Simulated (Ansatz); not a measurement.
# C₁₀H₁₀O₂: small, medium and large basis sets

How large a basis does C₁₀H₁₀O₂ need? Two functionals are run in growing sets.

Method: one geometry, several basis sets; program: Ansatz 0.2.0, Gaussian basis.

Plan: PBE0-D4/def2-SVP; ωB97M-V/def2-SVP; PBE0-D4/def2-QZVPP; ωB97M-V/def2-QZVPP; the functionals' def2-TZVPP values are taken from earlier runs.

### Step 1. The relaxed structure

An earlier PBE0-D4 in a triple-zeta def2 set relaxation fixed the geometry.

SMILES `CC(=O)CC(=O)c1ccccc1`, 22 atoms, charge 0, spin multiplicity 1.

Atoms are counted from 1 here; the program's logs count them from 0.

Bond lengths: C1–C2 1.499 Å, C1–H13 1.095 Å, C1–H14 1.088 Å, C1–H15 1.093 Å, C2–O3 1.205 Å, C2–C4 1.524 Å, C4–C5 1.521 Å, C4–H16 1.088 Å, C4–H17 1.091 Å, C5–O6 1.210 Å, C5–C7 1.484 Å, C7–C8 1.394 Å, C7–C12 1.395 Å, C8–C9 1.386 Å, C8–H18 1.083 Å, C9–C10 1.387 Å, C9–H19 1.084 Å, C10–C11 1.390 Å and more. Angles: C2–C1–H13 108.8°, C2–C1–H14 110.3°, C2–C1–H15 110.5°, H13–C1–H14 109.3°, H13–C1–H15 106.7°, H14–C1–H15 111.1°, C1–C2–O3 123.1°, C1–C2–C4 115.8°, O3–C2–C4 121.1°, C2–C4–C5 110.1°, C2–C4–H16 108.6°, C2–C4–H17 109.6°, C5–C4–H16 111.9°, C5–C4–H17 106.2°, H16–C4–H17 110.4°, C4–C5–O6 119.7°, C4–C5–C7 118.7°, O6–C5–C7 121.6° and more.

As a file:

```xyz
22
charge 0, multiplicity 1
C    -0.0908    0.0775   -3.4619
C    -0.8319   -0.4331   -2.2636
O    -1.0421   -1.6034   -2.0694
C    -1.3098    0.6259   -1.2780
C    -0.1469    1.1104   -0.4250
O     0.5051    2.0645   -0.7850
C     0.1714    0.3784    0.8261
C    -0.3925   -0.8588    1.1315
C    -0.0383   -1.5111    2.3016
C     0.8635   -0.9268    3.1779
C     1.4274    0.3078    2.8788
C     1.0894    0.9532    1.7051
H    -0.8028    0.5670   -4.1342
H     0.3930   -0.7445   -3.9858
H     0.6357    0.8385   -3.1669
H    -2.1086    0.2012   -0.6732
H    -1.6695    1.4982   -1.8253
H    -1.0810   -1.3331    0.4427
H    -0.4687   -2.4792    2.5292
H     1.1314   -1.4355    4.0970
H     2.1335    0.7625    3.5638
H     1.5234    1.9105    1.4433
```

### Step 2. PBE0-D4 in def2-SVP

Input file in.yaml:

```yaml
crystal:
  periodic: [false, false, false]
  atoms:
    - {symbol: C, position_ang: [-0.090808, 0.077510, -3.461939]}
    - {symbol: C, position_ang: [-0.831919, -0.433106, -2.263610]}
    - {symbol: O, position_ang: [-1.042124, -1.603354, -2.069364]}
    - {symbol: C, position_ang: [-1.309780, 0.625877, -1.278000]}
    - {symbol: C, position_ang: [-0.146912, 1.110374, -0.424974]}
    - {symbol: O, position_ang: [0.505114, 2.064523, -0.785004]}
    - {symbol: C, position_ang: [0.171416, 0.378430, 0.826058]}
    - {symbol: C, position_ang: [-0.392502, -0.858807, 1.131450]}
    - {symbol: C, position_ang: [-0.038330, -1.511077, 2.301632]}
    - {symbol: C, position_ang: [0.863487, -0.926806, 3.177858]}
    - {symbol: C, position_ang: [1.427372, 0.307788, 2.878789]}
    - {symbol: C, position_ang: [1.089415, 0.953162, 1.705093]}
    - {symbol: H, position_ang: [-0.802775, 0.567004, -4.134217]}
    - {symbol: H, position_ang: [0.392983, -0.744502, -3.985842]}
    - {symbol: H, position_ang: [0.635716, 0.838466, -3.166871]}
    - {symbol: H, position_ang: [-2.108649, 0.201175, -0.673207]}
    - {symbol: H, position_ang: [-1.669500, 1.498182, -1.825263]}
    - {symbol: H, position_ang: [-1.081014, -1.333142, 0.442732]}
    - {symbol: H, position_ang: [-0.468661, -2.479176, 2.529168]}
    - {symbol: H, position_ang: [1.131410, -1.435548, 4.097005]}
    - {symbol: H, position_ang: [2.133460, 0.762502, 3.563818]}
    - {symbol: H, position_ang: [1.523400, 1.910525, 1.443285]}
basis:
  gaussian: {orbitals: def2-SVP}
hamiltonian: {xc: pbe0, dispersion: d4}
output: {orbitals: {seedname: orbitals}}
```

Started as:

```
ansatz run in.yaml --threads 4 --pin off --events-out ev --progress --plain --max-ram 66560MiB --backend cpu
```

Further steps of the session: ωB97M-V in def2-SVP; PBE0-D4 in def2-QZVPP; ωB97M-V in def2-QZVPP.

**Question.** What will the summary of the whole plan be? Wanted: PBE0-D4: double and triple zeta above quadruple; ωB97M-V: double and triple zeta above quadruple.

The runs gave:

| quantity | value |
| --- | --- |
| PBE0-D4: double and triple zeta above quadruple | 16.71, 0.76 eV |
| ωB97M-V: double and triple zeta above quadruple | 17.29, 0.71 eV |

In words: For PBE0-D4 the step from double to triple zeta gains 15.96 eV and the next only 0.76 eV. These are total energies; as a rule much of such shifts cancels in differences, which this series doesn't test.
